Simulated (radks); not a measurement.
# Gd⁺ in [Kr] 4d10 4f7 5s2 5p5.75 5d1 6s1 6p0.25: an all-electron calculation

Aim: the levels, the sizes of the orbitals and the parts of the energy of the gadolinium ion Gd+.

The numbers are computed with radks (a radial shooting solver on a logarithmic mesh, Libxc functionals) version 1 (non-relativistic Kohn-Sham, TPSS, spin-polarised, spherical densities, point nucleus; open shells are filled with parallel spins first), except any that are marked as measured or tabulated.

### 1 Starting point

- element: gadolinium (Z = 64)
- charge: +1
- electrons: 63
- configuration: [Kr] 4d10 4f7 5s2 5p5.75 5d1 6s1 6p0.25

### 2 The run

Input:

```text
Z 64
configuration [Kr] 4d10 4f7 5s2 5p5.75 5d1 6s1 6p0.25
relativity non-relativistic
functional tpss,tpss
spin polarised
nucleus point
```

Run with:

```
> python run_ks.py task.json out
```

All runs below come from this command, one after another.

**Question.** What will this run give?

**Answer**, as computed:

```
                        quantity                   value
                    total energy     -10823.1608 hartree
exchange-correlation share of it                  2.21 %
                            −T/E                  0.9997
          highest occupied level        6p up, -6.405 eV
    most extended occupied level  6p up, <r> = 4.52 bohr
 radius at density 0.001 e/bohr³               4.78 bohr
    maxima of the radial density                       4
```

**Reading.** The radial density shows 4 maxima for 6 occupied principal shells; where shells overlap, one shows as a shoulder or not at all. −T/E = 0.9997, near the virial value of 1. This is not the tabulated ground configuration, so its levels and sizes aren't those of the ground state, and no measured value stands beside it.
